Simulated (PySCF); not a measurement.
**[Nd(H2O)4]3+: other functionals and bases at one geometry**

One table from this session's results is given with a row withheld; the runs are named, their logs left out.

Program: PySCF 2.14.0. Level of theory: several levels, as the steps say, no spin–orbit coupling. These are calculated values, not measurements.

4 further runs of the same task are left out: 2 for a known fault of the program, 1 that didn't finish, 1 set aside as unsound or not needed.

**Starting geometry**

13 atoms, charge 3, spin multiplicity 1.

Bond lengths: Nd1–O2 2.366 Å, Nd1–O5 2.366 Å, Nd1–O8 2.366 Å, Nd1–O11 2.366 Å, O2–H3 0.986 Å, O2–H4 0.986 Å, O5–H6 0.986 Å, O5–H7 0.986 Å, O8–H9 0.986 Å, O8–H10 0.986 Å, O11–H12 0.986 Å, O11–H13 0.986 Å. Angles: O2–Nd1–O5 111.4°, O2–Nd1–O8 105.7°, O2–Nd1–O11 111.4°, O5–Nd1–O8 111.4°, O5–Nd1–O11 105.7°, O8–Nd1–O11 111.4°, Nd1–O2–H3 128.6°, Nd1–O2–H4 128.3°, H3–O2–H4 103.1°, Nd1–O5–H6 128.3°, Nd1–O5–H7 128.6°, H6–O5–H7 103.1°, Nd1–O8–H9 128.3°, Nd1–O8–H10 128.6°, H9–O8–H10 103.1°, Nd1–O11–H12 128.6°, Nd1–O11–H13 128.3°, H12–O11–H13 103.1°.

Coordinates:

```
Nd   -0.00004    0.00000    0.00000
O     1.42909    1.30069    1.36529
H     1.37396    1.46164    2.33638
H     2.23165    1.80837    1.10056
O    -1.42916   -1.36528    1.30071
H    -2.23154   -1.10053    1.80859
H    -1.37398   -2.33646    1.46162
O     1.42909   -1.30069   -1.36529
H     2.23165   -1.80837   -1.10056
H     1.37396   -1.46164   -2.33638
O    -1.42916    1.36528   -1.30071
H    -1.37398    2.33646   -1.46162
H    -2.23154    1.10053   -1.80859
```

Formal oxidation states: Nd +3. Each metal's 3 4f electrons lie in its core potential, so multiplicities, spins and levels count the valence alone. An earlier session relaxed this geometry at r2SCAN, Nd lcecp-1-SVP with ECP49, O def2-SVP, H def2-SVP (singlet, point group S4).

At r2SCAN on the finer grid: E = -338.306723 Eh, HOMO -22.56 eV, LUMO -16.00 eV, Mulliken charge on Nd1 +1.78 e, largest force component 0.034 eV/Å. 

Levels to run: PBE; M06-L; HF; B3LYP; r2SCAN, TZVP. Hardware: 2 threads of Arm Neoverse V1, shared host.

Set-up of the first run:

File run.py (the lines that set the calculation):

```python
mol = gto.M(atom='''
Nd    -0.00004     0.00000     0.00000
O      1.42909     1.30069     1.36529
H      1.37396     1.46164     2.33638
H      2.23165     1.80837     1.10056
O     -1.42916    -1.36528     1.30071
H     -2.23154    -1.10053     1.80859
H     -1.37398    -2.33646     1.46162
O      1.42909    -1.30069    -1.36529
H      2.23165    -1.80837    -1.10056
H      1.37396    -1.46164    -2.33638
O     -1.42916     1.36528    -1.30071
H     -1.37398     2.33646    -1.46162
H     -2.23154     1.10053    -1.80859''',
    basis={'Nd': 'lcecp-1-SVP', 'O': 'def2-SVP', 'H': 'def2-SVP'},
    ecp={'Nd': 'lcecp-1-SVP'},
    charge=3, spin=0)
mf = dft.RKS(mol, xc='PBE')
mf.grids.atom_grid = (75, 302)  # f atoms: unpruned, at least (60, 302)
mf = mf.density_fit()  # fitting sets: Nd AutoAux, O def2-universal-JKFIT, H def2-universal-JKFIT
mf.conv_tol = 1e-08; mf.max_cycle = 55
mf.kernel(dm0)  # dm0: the density of the relaxed state
```

Started as:

```console
$ OMP_NUM_THREADS=2 python run.py
```

Among the steps run: PBE; M06-L; HF; B3LYP; r2SCAN, TZVP.

One table of the session follows, with a row left open; its other results are not shown here.

| level | HOMO (eV) | gap (eV) | charge on Nd1 (e) | largest force component (eV/Å) |
| --- | --- | --- | --- | --- |
| r2SCAN (relaxed here) | -22.56 | 6.56 | 1.78 | 0.03 |
| PBE | ? | ? | ? | ? |
| M06-L | -22.53 | 6.74 | 1.91 | 0.14 |
| HF | -28.83 | 17.23 | 2.17 | 0.98 |
| B3LYP | -23.66 | 8.01 | 1.75 | 0.05 |
| r2SCAN, TZVP | -22.57 | 6.65 | 2.17 | 0.24 |

Estimate the missing values for PBE.

As computed: HOMO (eV): -22.11; gap (eV): 5.82; charge on Nd1 (e): 1.63; largest force component (eV/Å): 0.36. In the column «HOMO (eV)» it is the highest.

In one basis the HOMO–LUMO gap runs from 5.82 eV (PBE) to 17.23 eV (HF). The largest leftover force, 0.98 eV/Å with HF, stands at a geometry relaxed at another level. With 4f in the core, its levels are missing from HOMO and gap, and its count is fixed, so no charge can pass from the ligands into it. Total energies of different levels can't be compared.
